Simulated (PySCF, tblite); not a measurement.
**C3H11BNP: geometry, infrared bands and NMR shifts**

What infrared bands and NMR shifts should C3H11BNP (`C=C(C)[B@@H-]([NH3+])P`) show?

The runs use tblite 0.8.0 and PySCF 2.14.0, with density-fitted response routines of our own; the level of theory stands in each step. All values are computed, except where a source is named. Atoms count from 0, in the outputs and in this text.

### 1 The molecule as given

17 atoms, charge 0, multiplicity 1; geometry from: force field or distance geometry start.

Bonds of the start (Å): C0–C1 1.33, C1–C2 1.51, C1–B3 1.60, B3–N4 1.54, B3–P5 1.94, C0–H6 1.09, C0–H7 1.08, C2–H8 1.11, C2–H9 1.12, C2–H10 1.11, B3–H11 1.20, N4–H12 1.04, N4–H13 1.05, N4–H14 1.03, P5–H15 1.46, P5–H16 1.46.

### 2 Geometry optimisation with GFN2-xTB

What the job is given:

```
{"job": {"kind": "relax", "xc": "GFN2-xTB", "basis": "xTB"}, "charge": 0, "multiplicity": 1}
C     -1.174100    -0.834100    -1.157400
C     -0.772200    -0.310400     0.000600
C     -1.668000    -0.384600     1.211300
B      0.674900     0.369400     0.125300
N      1.783200    -0.660100    -0.175100
P      0.803300     1.886200    -1.073900
H     -2.161800    -1.289100    -1.244500
H     -0.551500    -0.794400    -2.039800
H     -1.208300     0.075800     2.106700
H     -2.626900     0.158400     0.994400
H     -1.914300    -1.442800     1.440800
H      0.835400     0.761500     1.246700
H      1.747000    -0.933000    -1.179800
H      2.720200    -0.233100     0.021300
H      1.659700    -1.499400     0.416000
H     -0.130800     2.697900    -0.298700
H      1.976900     2.443800    -0.403900
```

Started as:

```sh
$ OMP_NUM_THREADS=1 python probes_run.py task.json out
```

This one command runs all jobs of the session in turn.

**Question.** This job is followed by: GFN2-xTB harmonic vibrations, gas phase; GIAO PBE0/pcSseg-1 NMR shielding, non-relativistic, gas phase. Predict these results of the whole session: strongest single infrared mode (GFN2-xTB); zero-point energy (GFN2-xTB); ¹³C shifts against TMS (PBE0/pcSseg-1); ¹H shifts against TMS (PBE0/pcSseg-1, means over atoms taken as alike); ¹¹B shifts against BF3·OEt2 (PBE0/pcSseg-1); ¹⁵N shifts against NH3 (PBE0/pcSseg-1); ³¹P shifts against H3PO4 (PBE0/pcSseg-1).

The runs gave:

| quantity | value |
| --- | --- |
| strongest single infrared mode (GFN2-xTB) | 2390 cm⁻¹, 196 km/mol |
| zero-point energy (GFN2-xTB) | 86.4 kcal/mol |
| ¹³C shifts against TMS (PBE0/pcSseg-1) | 170.6, 112.1, 29.3 ppm |
| ¹H shifts against TMS (PBE0/pcSseg-1, means over atoms taken as alike) | 5.26, 4.37, 3.17, 3.01, 2.01, 1.24 ppm |
| ¹¹B shifts against BF3·OEt2 (PBE0/pcSseg-1) | -19.0 ppm |
| ¹⁵N shifts against NH3 (PBE0/pcSseg-1) | 55.2 ppm |
| ³¹P shifts against H3PO4 (PBE0/pcSseg-1) | -250.5 ppm |

What this shows: Over 130 steps the energy fell by 0.421 eV; of the close pairs, B3–N4 changed most, 1.542 to 1.640 Å. The lowest mode is imaginary (39i cm⁻¹), so the xTB geometry is not a minimum. The strongest single mode, at 2390 cm⁻¹, moves mainly H15. GFN2-xTB is a fitted tight-binding method: band positions and strengths are rough. Its intensities can rank the bands wrongly. At PBE0/pcSseg-1: The largest span, 294 ppm, is at C1, where the paramagnetic term is -244 ppm.
